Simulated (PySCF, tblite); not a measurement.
# C2H2BrF3: NMR shieldings, part 1 of 2

What do calculations give for the NMR shieldings of C2H2BrF3 (`FC(F)(F)CBr`)?

Computed with tblite 0.8.0 and PySCF 2.14.0 and routines of our own; the level stands in each step. Atoms count from 0.

## 1. The system as given

8 atoms, charge 0, multiplicity 1; geometry from: force field or distance geometry start.

## 2. Optimising the geometry with GFN2-xTB

Job settings and geometry (Å):

```
{"job": {"kind": "relax", "xc": "GFN2-xTB", "basis": "xTB"}, "charge": 0, "multiplicity": 1}
F     -1.379500     1.187900     0.056200
C     -0.766300    -0.022300    -0.199700
F     -1.244300    -0.877900     0.806300
F     -1.029800    -0.533400    -1.427200
C      0.691100     0.168800     0.138000
Br     1.753700    -1.397600    -0.143200
H      1.131000     1.002600    -0.463500
H      0.853100     0.481200     1.208500
```

Started as:

```bash
OMP_NUM_THREADS=1 python heavy_run.py task.json out
```

The driver reads the jobs from task.json and runs them one after another.

Log:

```text
step      E/eV     max force
  0    -641.37216    1.905
  1    -641.57103    1.349
  2    -641.67645    0.842
  3    -641.69848    0.436
  4    -641.70733    0.176
  5    -641.70928    0.159
  6    -641.71161    0.129
  7    -641.71308    0.130
  8    -641.71509    0.132
  9    -641.71670    0.125
 10    -641.71777    0.090
 11    -641.71820    0.056
 12    -641.71842    0.047
 13    -641.71862    0.050
 14    -641.71883    0.064
 15    -641.71897    0.047
 16    -641.71903    0.020
 17    -641.71906    0.017
 18    -641.71910    0.024
 19    -641.71916    0.040
 20    -641.71923    0.041
 21    -641.71931    0.025
 22    -641.71938    0.025
 23    -641.71945    0.030
 24    -641.71955    0.042
 25    -641.71964    0.033
 26    -641.71970    0.026
 27    -641.71976    0.026
 28    -641.71982    0.034
 29    -641.71990    0.041
 30    -641.71999    0.030
 31    -641.72008    0.029
 32    -641.72016    0.029
 33    -641.72026    0.042
 34    -641.72036    0.036
 35    -641.72043    0.029
 36    -641.72048    0.018
 37    -641.72051    0.023
 38    -641.72053    0.019
 39    -641.72054    0.008
```

It took 0.15 s on 1 thread of Arm Neoverse V1, shared host.

Along the way: (not every step is listed)

```tsv
step	energy from step 0 (eV)	largest force (eV/Å)
0	0.0000	1.9051
1	-0.1989	1.3491
2	-0.3043	0.8417
3	-0.3263	0.4363
4	-0.3352	0.1759
5	-0.3371	0.1595
6	-0.3394	0.1290
7	-0.3409	0.1301
8	-0.3429	0.1317
10	-0.3456	0.0902
12	-0.3463	0.0471
14	-0.3467	0.0644
16	-0.3469	0.0203
18	-0.3469	0.0239
20	-0.3471	0.0413
22	-0.3472	0.0253
24	-0.3474	0.0418
26	-0.3475	0.0263
28	-0.3477	0.0336
30	-0.3478	0.0301
32	-0.3480	0.0289
34	-0.3482	0.0365
35	-0.3483	0.0289
36	-0.3483	0.0184
37	-0.3483	0.0228
38	-0.3484	0.0188
39	-0.3484	0.0077
```

Distances of close pairs at the start and the end, largest changes first:

```tsv
bond	before (Å)	after (Å)	change (Å)
C1–F2	1.404	1.334	-0.071
C4–H7	1.127	1.090	-0.037
F0–C1	1.381	1.344	-0.037
C4–H6	1.118	1.090	-0.028
C1–F3	1.356	1.334	-0.022
C4–Br5	1.914	1.933	+0.019
C1–C4	1.508	1.516	+0.008
```

The final coordinates are the input of the step that follows.

## 3. Vibrational analysis with GFN2-xTB

Job settings and geometry (Å):

```
{"job": {"kind": "ir", "xc": "GFN2-xTB", "basis": "xTB"}, "charge": 0, "multiplicity": 1}
F     -1.424892     1.120563     0.064246
C     -0.740746    -0.022346    -0.115030
F     -1.278222    -0.925656     0.706176
F     -0.982354    -0.423614    -1.363916
C      0.733969     0.207488     0.151877
Br     1.720135    -1.434867    -0.105061
H      1.114195     0.953349    -0.545862
H      0.866973     0.534495     1.183006
```

Log:

```text
mode    cm-1     km/mol
  1      58.3      7.28
  2     123.6      4.37
  3     287.1     12.45
  4     322.1      3.30
  5     466.8      8.14
  6     471.4      9.44
  7     568.1     52.53
  8     674.5     30.47
  9     822.6     14.21
 10     854.5      8.51
 11    1028.6    106.16
 12    1049.1    276.83
 13    1173.8    166.45
 14    1177.9    140.38
 15    1224.2     23.32
 16    1391.8     12.69
 17    3002.0      2.31
 18    3010.0      0.69
```

It took 0.15 s on 1 thread of Arm Neoverse V1, shared host.

Which atoms move in the most intense modes:

```tsv
cm⁻¹	km/mol	atoms
568	52.5	F0 28 %, C4 24 %, F3 15 %, F2 15 %
674	30.5	C4 67 %
823	14.2	C4 32 %, F3 23 %, F2 23 %, F0 13 %
1029	106.2	H6 29 %, H7 29 %, C1 26 %
1049	276.8	C1 68 %, F0 22 %
1174	166.4	C1 46 %, H6 22 %, H7 22 %
1178	140.4	C1 66 %
1224	23.3	H7 29 %, H6 29 %, C4 26 %, C1 14 %
```

## 4. Optimising the geometry at PBE0-D3(BJ)/def2-SVP

Job settings and geometry (Å):

```
{"job": {"xc": "PBE0", "basis": "def2-SVP", "d3": "d3bj", "grid": 1, "maxiter": 30, "shake": 0.01, "kind": "geom"}, "charge": 0, "multiplicity": 1}
F     -1.404480     1.095010     0.068430
C     -0.746420    -0.026870    -0.117190
F     -1.298420    -0.927980     0.697520
F     -0.949120    -0.421360    -1.367440
C      0.731160     0.200810     0.141330
Br     1.716230    -1.430050    -0.107450
H      1.123770     0.951350    -0.545620
H      0.882430     0.539950     1.177950
```

Log:

```text
step   0  E = -2949.84901932  max force = 0.019777
step   1  E = -2949.84889044  max force = 0.016366
step   2  E = -2949.84989432  max force = 0.005190
step   3  E = -2949.85000719  max force = 0.001476
step   4  E = -2949.85007251  max force = 0.002178
step   5  E = -2949.85011809  max force = 0.002744
step   6  E = -2949.85013293  max force = 0.001144
step   7  E = -2949.85013382  max force = 0.000420
optimisation converged
```

Run time: 40 s. Hardware: 1 thread of Arm Neoverse V1, shared host; peak memory 0.48 GiB.

The steps of the relaxation: (the energy doesn't fall at every step)

```tsv
step	energy from step 0 (eV)	largest force component (eV/Å)
0	0.0000	1.0170
1	0.0035	0.8416
2	-0.0238	0.2669
3	-0.0269	0.0759
4	-0.0287	0.1120
5	-0.0299	0.1411
6	-0.0303	0.0588
7	-0.0303	0.0216
```

Close pairs (by a distance rule), those that changed most:

```tsv
bond	before (Å)	after (Å)	change (Å)
F0–C1	1.314	1.338	+0.024
C4–H6	1.091	1.097	+0.006
C1–C4	1.517	1.512	-0.005
C1–F2	1.334	1.330	-0.005
C4–H7	1.101	1.096	-0.005
C1–F3	1.327	1.329	+0.002
C4–Br5	1.921	1.922	+0.000
```

The end geometry stands in the next job.

```tsv
at the end point	value
point group (found at 0.08 Å tolerance)	Cs
rotational constants (GHz, main isotopes)	5.360, 1.156, 1.148
dipole moment (D)	1.78
```

## 5. NMR shieldings: PBE/pcJ-1 Br:dyall-v2z (PBE), spin–orbit

Job settings and geometry (Å):

```
{"job": {"kind": "hnmr", "xc": "PBE", "basis": {"default": "pcJ-1", "Br": "dyall-v2z"}, "rel": "so"}, "charge": 0, "multiplicity": 1}
F     -1.424451     1.042449    -0.276623
C     -0.590786     0.014167    -0.472806
F     -1.285888    -1.108452    -0.316578
F     -0.166466     0.066575    -1.730813
C      0.547352     0.119792     0.516918
Br     1.829472    -1.298747     0.326906
H      1.063570     1.074501     0.360709
H      0.136573     0.081918     1.532756
```

With the program's defaults for keys left out, this is: PBE/pcJ-1 Br:dyall-v2z GIAO NMR shielding, X2C with spin-orbit coupling, screened-nuclear two-electron part, Gaussian nuclei, gas phase.

Log:

```text
spin-free SCF
coarse grid: 38536 points
cycle   1  E = -2982.7292979526  dE =  7.056e-01  |g| = 9.086e-01  |ddm| = 2.464e+00
cycle   2  E = -2982.4357105964  dE =  2.936e-01  |g| = 1.682e+00  |ddm| = 1.206e+00
cycle   3  E = -2982.8432855411  dE = -4.076e-01  |g| = 1.072e-01  |ddm| = 8.127e-01
cycle   4  E = -2982.8434754235  dE = -1.899e-04  |g| = 9.542e-02  |ddm| = 1.289e-01
cycle   5  E = -2982.8454541862  dE = -1.979e-03  |g| = 2.016e-02  |ddm| = 8.447e-02
cycle   6  E = -2982.8455638640  dE = -1.097e-04  |g| = 4.513e-03  |ddm| = 2.762e-02
cycle   7  E = -2982.8455665191  dE = -2.655e-06  |g| = 1.270e-03  |ddm| = 4.226e-03
final grid: 81048 points
cycle   8  E = -2982.8456819185  dE =  5.185e-07  |g| = 2.684e-03  |ddm| = 2.618e-03
cycle   9  E = -2982.8456790485  dE =  2.870e-06  |g| = 4.955e-03  |ddm| = 4.153e-03
cycle  10  E = -2982.8456828678  dE = -3.819e-06  |g| = 3.241e-04  |ddm| = 2.870e-03
cycle  11  E = -2982.8456828758  dE = -7.964e-09  |g| = 2.130e-04  |ddm| = 2.318e-04
cycle  12  E = -2982.8456828786  dE = -2.852e-09  |g| = 1.720e-05  |ddm| = 1.006e-04
converged SCF energy = -2982.8456828786
two-component SCF
cycle   1  E = -2982.7787637205  dE = -2.983e+03  |FDS-SDF| = 2.196e+01
cycle   2  E = -2982.9239903212  dE = -1.452e-01  |FDS-SDF| = 7.945e-03
cycle   3  E = -2982.9239900997  dE =  2.215e-07  |FDS-SDF| = 2.882e-03
cycle   4  E = -2982.9239899157  dE =  1.841e-07  |FDS-SDF| = 2.159e-03
cycle   5  E = -2982.9239906169  dE = -7.012e-07  |FDS-SDF| = 7.536e-04
cycle   6  E = -2982.9239907206  dE = -1.037e-07  |FDS-SDF| = 4.892e-05
cycle   7  E = -2982.9239907207  dE = -1.605e-10  |FDS-SDF| = 2.534e-05
converged, E = -2982.9239907207

Field gradients (au) and densities at the nuclei (bohr^-3)
atom        Vxx        Vyy        Vzz        centre      nuclear mean
  0 F     -1.3511    -1.3910     2.7421        450.336        450.317
  1 C      0.1855     0.2003    -0.3858        126.097        126.095
  2 F     -1.3293    -1.4449     2.7742        450.329        450.310
  3 F     -1.3278    -1.4447     2.7725        450.329        450.309
  4 C     -0.1038    -0.2376     0.3414        126.123        126.121
  5 Br    -4.2809    -4.6417     8.9226      40852.300      40792.366
  6 H     -0.1315    -0.1460     0.2774          0.477          0.477
  7 H     -0.1315    -0.1461     0.2776          0.477          0.477
without picture change
  5 Br                           9.2219                     66307.091

Core orbital energies (eV)
atom   shell        mean    spread
  5 Br 1s       -13301.160   0.000
  5 Br 2s        -1730.402   0.000
  5 Br 3s         -237.072   0.000
  5 Br 4s          -20.407   0.000
  5 Br 2p1/2     -1557.857   0.000
  5 Br 2p3/2     -1510.843   0.093
  5 Br 3p1/2      -177.175   0.000
  5 Br 3p3/2      -170.365   0.286
  5 Br 3d3/2       -66.566   0.289
  5 Br 3d5/2       -65.502   0.392

Shielding tensors (ppm)
atom      isotropic    diamagn.    paramagn.     s11        s22        s33       span
  0 F       246.15      470.32     -224.16     164.12     248.19     326.14     162.01
  1 C        47.49      238.50     -191.01      44.23      47.82      50.43       6.20
  2 F       251.34      469.99     -218.65     174.53     251.50     327.99     153.46
  3 F       251.68      469.91     -218.23     175.31     252.50     327.24     151.93
  4 C       151.94      248.30      -96.37     131.38     150.97     173.46      42.07
  5 Br     2612.55     2985.16     -372.61    2206.13    2357.11    3274.41    1068.28
  6 H        27.97       28.49       -0.52      21.42      27.61      34.89      13.47
  7 H        27.98       28.50       -0.52      21.45      27.60      34.87      13.43
```

Run time: 45 s. Hardware: 1 thread of Arm Neoverse V1, shared host; peak memory 1.1 GiB.

In short:

```tsv
quantity	value
energy from spin-orbit coupling	-0.0783 Eh
```

Orbitals, density, ELF and potential are computed afterwards from the orbital file.

Frontier orbitals at PBE/dyall-v2z+pcJ-1, with the share of their density that lies nearest to each atom:

```tsv
orbital	energy (eV)	lies on
HOMO	-6.87	Br5 89 %
LUMO	-1.42	Br5 50 %; C4 30 %
```

ELF in a plane through or near 4 of the atoms.

Ten even steps from '0' (0.00) to '9' (0.93):
```
0000000000000000000000000000
0000000000000000000000000000
0000000000000000000000000000
0000000000000000000000000000
0000000000000000233100000000
0000000000111000566521000000
0000000002453101898874100000
0000000015775311774797200000
0000010015643553685987200000
0013455335433896277554100000
0036788768867993623000000000
0047896233773443442000000000
0047893672461012321000000000
0035782673682000000000000000
0012466447984000000000000000
0001246789984000000000000000
0000013567763000000000000000
0000000123320000000000000000
0000000001100000000000000000
0000000000000000000000000000
```
The map spans 9.0 Å across and 7.6 Å up, centred on the molecule. Atoms in the plane (x, y in Å): F0 (1.5, 0.9), C1 (0.7, -0.1), C4 (-0.7, 0.3), Br5 (-1.9, -1.2).

On the surface of density 0.002 e/bohr³ the electrostatic potential runs, from the 1st to the 99th percentile, from -0.47 V near F2 to 1.46 V near H7.

(Continued in part 2 of 2.)
